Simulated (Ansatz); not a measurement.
# ZnAg: how the settings move a relaxation

How sensitive is a relaxation of ZnAg to its settings? A reference run comes first, then two runs with altered input.

Computed with Ansatz 0.2.0 (reference: DFT, PBEsol, PAW with Ansatz's default frozen-core files, scalar-relativistic; relaxation of cell and atoms, unless a step's input says otherwise).

**1. The system as given**

The structure is cubic, space group Pm-3m (No. 221). Conventional cell: a = 3.156 Å, b = 3.156 Å, c = 3.156 Å, α = 90.00°, β = 90.00°, γ = 90.00°. Around Zn (site symmetry m-3m) lie 8 Ag at 2.73 Å. Ag (site symmetry m-3m) is surrounded by 8 Zn at 2.73 Å.

Coordinates:

```cif
data_structure
_symmetry_space_group_name_H-M 'Pm-3m'
_symmetry_Int_Tables_number 221
_cell_length_a 3.1560
_cell_length_b 3.1560
_cell_length_c 3.1560
_cell_angle_alpha 90.000
_cell_angle_beta 90.000
_cell_angle_gamma 90.000
_cell_volume 31.43
loop_
_atom_site_label
_atom_site_type_symbol
_atom_site_symmetry_multiplicity
_atom_site_Wyckoff_symbol
_atom_site_fract_x
_atom_site_fract_y
_atom_site_fract_z
_atom_site_occupancy
Zn1 Zn 1 b 0.50000 0.50000 0.50000 1
Ag1 Ag 1 a 0.00000 0.00000 0.00000 1
```

**2. The reference run**

input.yaml

```yaml
crystal:
  lattice:
    - [3.156, 0.0, 0.0]
    - [0.0, 3.156, 0.0]
    - [0.0, 0.0, 3.156]
  atoms:
    - { symbol: Zn, position: [0.5, 0.5, 0.5] }
    - { symbol: Ag, position: [0.0, 0.0, 0.0] }
kpoints:
  mp_grid: { grid: [16, 16, 16] }
scf:
  occupations: { method: fermi_dirac, width: 0.05 }
hamiltonian:
  xc: pbesol
  pseudopotentials: { kind: paw }
relax:
  f_tol: 0.002
  max_steps: 80
  cell: {}
output:
  forces: true
  stress: true
```

On the command line:

```bash
$ ansatz run input.yaml --threads 1 --pin off --max-ram 2560MiB --backend cpu --events-out ev --progress --plain --runs-dir out
```

**3. Variant: hubbard.sites [{species: Ag, l: d, u_eff: 3.0}], hubbard.double_counting fll**

Edit input.yaml of step 2 so:

```diff
@@ -15,2 +15,3 @@
   pseudopotentials: { kind: paw }
+  hubbard: { sites: [{ species: Ag, l: d, u_eff: 3.0 }], double_counting: fll }
 relax:
```

**4. Variant: accuracy high**

Edit input.yaml of step 2 so:

```diff
@@ -22 +22,2 @@
   stress: true
+accuracy: high
```

**Question.** What will these runs give? Wanted: for each run, ending; energy change; pressure; gap; force.

The runs gave:

```csv
run,ending,energy change,pressure (GPa),gap (eV),force (eV/Å),cycles,time
reference,converged,0,0.0,0.00,0.00,28,25 s
"1: hubbard.sites [{species: Ag, l: d, u_eff: 3.0}], hubbard.double_counting fll",converged,+103.4 meV/atom (U changed: no physical gain or loss),0.0,0.00,0.00,24,33 s
2: accuracy high,converged,0.0 meV/atom,0.0,0.00,0.00,28,26 s
```

«accuracy high» leaves the energy as it was. A changed U is a change of model: its shifts are not errors of convergence.
